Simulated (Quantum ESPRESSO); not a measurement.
HfGe:

```
Hf Ge
1.0
     3.50084    0.00000    0.00000
     0.00000    3.50084    0.00000
     0.00000    0.00000    3.50084
Hf Ge
1 1
Cartesian
  0.0000 0.0000 0.0000
  1.7504 1.7504 1.7504
```

The cell was built by a generator and needn't be a form met in nature.

* Program: Quantum ESPRESSO 7.5
* Task: phonons
* Functional: rev-vdW-DF2
* Potentials or basis: GBRV 1.5 PBE
* Cutoff: 612 eV
* Density cutoff: 4898 eV
* k mesh: 7 × 7 × 7
* Occupations: cold, width 0.2 eV
* Spin: no spin polarisation
* Mixing beta: 0.5
* Most SCF iterations: 120
* SCF threshold: 4e-10 Ry

The cell and the atoms were relaxed first, to 18.27 Å³/atom (a = 3.318 Å, b = 3.318 Å, c = 3.318 Å, α = 90.00°, β = 90.00°, γ = 90.00°), and the response was taken there.

Question: Where do the zone-centre optical modes lie?

Answer: T1u at 162 cm⁻¹ (IR).

Optical modes at Γ, degenerate ones joined:
```csv
cm⁻¹,components,symmetry,active in
162,3,T1u,IR
```

Caveat: the mesh is thin for the phonons of a metal; the potentials were made for another functional, which shifts forces and pressure; before the sum rule the acoustic modes lie tens of cm⁻¹ from zero, a sign that the density grid also shifts the optical modes.
